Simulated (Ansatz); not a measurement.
**BH3O3 (SMILES OB(O)O) at 4 levels**

Wanted: a comparison of 4 runs (HF/STO-3G, HF/def2-SVP, B3LYP/6-31G*, CCSD/STO-3G) of BH3O3. 

The calculation is run with Ansatz 0.2.0.

9 further runs of the same task are left out: 2 for a known fault of the program, 3 that didn't finish, 4 set aside as unsound or not needed.

### 1 The structure to begin with

BH3O3: 7 atoms, total charge 0, spin state singlet. SMILES: `OB(O)O`. The coordinates come from a PBE0-D4/def2-TZVP relaxation.

Bond lengths: O1–B2 1.366 Å, B2–O3 1.366 Å, B2–O4 1.366 Å, O1–H5 0.960 Å, O3–H6 0.960 Å, O4–H7 0.959 Å. Angles: O1–B2–O3 120.0°, O1–B2–O4 120.0°, O3–B2–O4 120.0°, B2–O1–H5 112.2°, B2–O3–H6 112.2°, B2–O4–H7 112.2°.

### 2 Energy and forces at HF/STO-3G (run 1)

job.yaml

```yaml
basis:
  gaussian:
    orbitals: STO-3G
crystal:
  periodic: [false, false, false]
  atoms:
    - {symbol: O, position_ang: [-1.329950, -0.251650, 0.184550]}
    - {symbol: B, position_ang: [-0.000000, 0.000000, -0.000010]}
    - {symbol: O, position_ang: [0.430260, 1.279290, -0.210830]}
    - {symbol: O, position_ang: [0.899670, -1.027640, 0.026210]}
    - {symbol: H, position_ang: [-1.506600, -1.184610, 0.322580]}
    - {symbol: H, position_ang: [-0.292710, 1.910130, -0.207270]}
    - {symbol: H, position_ang: [1.799320, -0.725540, -0.115220]}
hamiltonian:
  xc: hf
accuracy: high
output:
  forces: true
  orbitals: {seedname: orbitals}
```

On the command line:

```sh
$ ansatz run job.yaml --threads 1 --pin off --max-ram 2610MiB --events-out events.jsonl --progress --plain --runs-dir runs
```

What it wrote:

```text
Warning: RAYON_NUM_THREADS=1 ignored (pool sized by the plan → 1); use --threads N
Functional definition: HF
  name "HF"
  exchange = exact_x
  correlation = 0
447 factors; integrals over basis functions are off by at most 2.3e-8 eV
mean field evaluation 1: about -6739.9799 eV, gradient 2.8e1 eV
mean field evaluation 2: about -6740.0897 eV, gradient 2.9e1 eV
mean field evaluation 4: about -6742.6960 eV, gradient 1.2e0 eV
mean field evaluation 8: about -6742.6992 eV, gradient 4.5e-6 eV
mean field -6742.69921878 eV, -247.7896259244 hartree, gradient 2.2e-8 eV, S^2 0.000000; 0 other end points of the search recorded, 0 dependent functions left out
the calculation of the forces begins
reference -6742.69921878 eV, -247.7896259244 hartree; 16, 16 occupied and 7, 7 virtual orbitals, 447 factors
Total energy: -6742.69921878 eV, -247.7896259244 hartree
Atom 0 at    -1.329950    -0.251650     0.184550 Å, force     0.295814     1.584713    -0.233842 eV/Å
Atom 1 at    -0.000000     0.000000    -0.000010 Å, force    -0.000145     0.000223    -0.000208 eV/Å
Atom 2 at     0.430260     1.279290    -0.210830 Å, force     1.230723    -1.068158    -0.006652 eV/Å
Atom 3 at     0.899670    -1.027640     0.026210 Å, force    -1.527097    -0.517541     0.240809 eV/Å
Atom 4 at    -1.506600    -1.184610     0.322580 Å, force    -0.057534    -1.394759     0.182561 eV/Å
Atom 5 at    -0.292710     1.910130    -0.207270 Å, force    -1.182010     0.764671     0.039403 eV/Å
Atom 6 at     1.799320    -0.725540    -0.115220 Å, force     1.240249     0.630852    -0.222071 eV/Å
Dipole moment:     0.000023    -0.000000     0.000058 e Å
```

Wall time 0.18 s (1 thread of AMD EPYC 9R45 (Zen 5), shared host).

### 3 Energy and gradient at HF/def2-SVP (run 2)

in.yaml

```yaml
crystal:
  periodic: [false, false, false]
  atoms:
    - {symbol: O, position_ang: [-1.329950, -0.251650, 0.184550]}
    - {symbol: B, position_ang: [-0.000000, 0.000000, -0.000010]}
    - {symbol: O, position_ang: [0.430260, 1.279290, -0.210830]}
    - {symbol: O, position_ang: [0.899670, -1.027640, 0.026210]}
    - {symbol: H, position_ang: [-1.506600, -1.184610, 0.322580]}
    - {symbol: H, position_ang: [-0.292710, 1.910130, -0.207270]}
    - {symbol: H, position_ang: [1.799320, -0.725540, -0.115220]}
basis:
  gaussian: {orbitals: def2-SVP}
output: {forces: true, orbitals: {seedname: orbitals}}
accuracy: high
hamiltonian: {xc: hf}
```

On the command line:

```sh
$ ansatz run in.yaml --threads 1 --pin off --max-ram 2610MiB --events-out events.jsonl --progress --plain --runs-dir runs
```

What it wrote, cut to the lines that bear on the results:

```text
Warning: RAYON_NUM_THREADS=1 ignored (pool sized by the plan → 1); use --threads N
[... 2 set-up lines as earlier in the session ...]
[...]
1591 factors; integrals over basis functions are off by at most 3.3e-9 eV
[...]
mean field -6830.17000234 eV, -251.0041179305 hartree, gradient 5.1e-9 eV, S^2 0.000000; 0 other end points of the search recorded, 0 dependent functions left out
[...]
reference -6830.17000234 eV, -251.0041179305 hartree; 16, 16 occupied and 55, 55 virtual orbitals, 1591 factors
Total energy: -6830.17000234 eV, -251.0041179305 hartree
Atom 0 at    -1.329950    -0.251650     0.184550 Å, force     0.413189    -0.774207     0.050356 eV/Å
Atom 1 at    -0.000000     0.000000    -0.000010 Å, force    -0.000232     0.000196    -0.000290 eV/Å
Atom 2 at     0.430260     1.279290    -0.210830 Å, force    -0.872421     0.039128     0.095505 eV/Å
Atom 3 at     0.899670    -1.027640     0.026210 Å, force     0.458997     0.734281    -0.145160 eV/Å
Atom 4 at    -1.506600    -1.184610     0.322580 Å, force     0.117887     0.845119    -0.120236 eV/Å
Atom 5 at    -0.292710     1.910130    -0.207270 Å, force     0.675106    -0.534824    -0.010207 eV/Å
Atom 6 at     1.799320    -0.725540    -0.115220 Å, force    -0.792526    -0.309693     0.130033 eV/Å
Dipole moment:     0.000024    -0.000007     0.000071 e Å
```

Run time: 0.86 s. Hardware: 1 thread of AMD EPYC 9R45 (Zen 5), shared host.

Run 3 isn't shown in full; the table further down has it.

### 4 Energy and forces at CCSD/STO-3G (run 4)

molecule.yaml

```yaml
basis:
  gaussian:
    orbitals: STO-3G
crystal:
  periodic: [false, false, false]
  atoms:
    - symbol: O
      position_ang: [-1.329950, -0.251650, 0.184550]
    - symbol: B
      position_ang: [-0.000000, 0.000000, -0.000010]
    - symbol: O
      position_ang: [0.430260, 1.279290, -0.210830]
    - symbol: O
      position_ang: [0.899670, -1.027640, 0.026210]
    - symbol: H
      position_ang: [-1.506600, -1.184610, 0.322580]
    - symbol: H
      position_ang: [-0.292710, 1.910130, -0.207270]
    - symbol: H
      position_ang: [1.799320, -0.725540, -0.115220]
correlation:
  method: ccsd
  frozen_orbitals: {B: 1, H: 0, O: 1}
accuracy: high
scf:
  omitted_lower_state_checks: [cluster_reference, increment]
output: {forces: true, orbitals: {seedname: orbitals}}
```

On the command line:

```sh
$ ansatz run molecule.yaml --threads 1 --pin off --max-ram 2610MiB --events-out events.jsonl --progress --plain --runs-dir runs
```

What it wrote:

```text
Warning: RAYON_NUM_THREADS=1 ignored (pool sized by the plan → 1); use --threads N
[... 11 lines left out ...]
4 core orbitals not correlated: weight in the atoms' cores, before any rotation towards them, 1.000 or more for the frozen orbitals, at most 0.000 for the correlated occupied ones
[... 20 lines left out ...]
Total energy: -6747.60235313 eV, -247.9698127883 hartree
[... 7 lines left out ...]
Dipole moment:     0.000022     0.000000     0.000052 e Å
Checks for a lower state left out: cluster_reference, increment
```

It took 0.3 s on 1 thread of AMD EPYC 9R45 (Zen 5), shared host.

### 5 All runs side by side

| run | level | frozen core orbitals | energy (Eh) | dipole moment (D) | HOMO energy (eV) | LUMO energy (eV) | wall time |
| --- | --- | --- | --- | --- | --- | --- | --- |
| 1 | HF/STO-3G | – | -247.789626 | 0.00 | -10.16 | 10.94 | 0.18 s |
| 2 | HF/def2-SVP | – | -251.004118 | 0.00 | -13.69 | 4.68 | 0.86 s |
| 3 | B3LYP/6-31G* (spherical functions) | – | -252.470533 | 0.00 | -8.47 | 1.79 | 1.6 s |
| 4 | CCSD/STO-3G | 4 | -247.969813 | 0.00 | -10.16 | 10.94 | 0.3 s |

### 6 What came out

| quantity | value |
| --- | --- |
| run 4: total energy | -247.96981 Eh |
| run 4: dipole moment (correlated density) | 0.00 D |
| run 4: HOMO energy (Hartree–Fock orbitals) | -10.16 eV |
| run 4: LUMO energy (Hartree–Fock orbitals) | 10.94 eV |
| run 4: HOMO–LUMO gap (Hartree–Fock orbitals) | 21.10 eV |
| run 4: correlation energy (4 core orbitals frozen) | -180.2 mEh |
| run 4: T1 diagnostic | 0.014 |
| run 4: largest force on an atom | 3.376 eV/Å |

Over runs 1, 2, 3 the HOMO–LUMO gap runs from 10.25 eV (B3LYP/6-31G*) to 21.10 eV (HF/STO-3G). The two ends differ in method and basis. In runs 1, 4 the basis is minimal, so the values are rough. All runs together took 3 s, the longest 1.6 s.
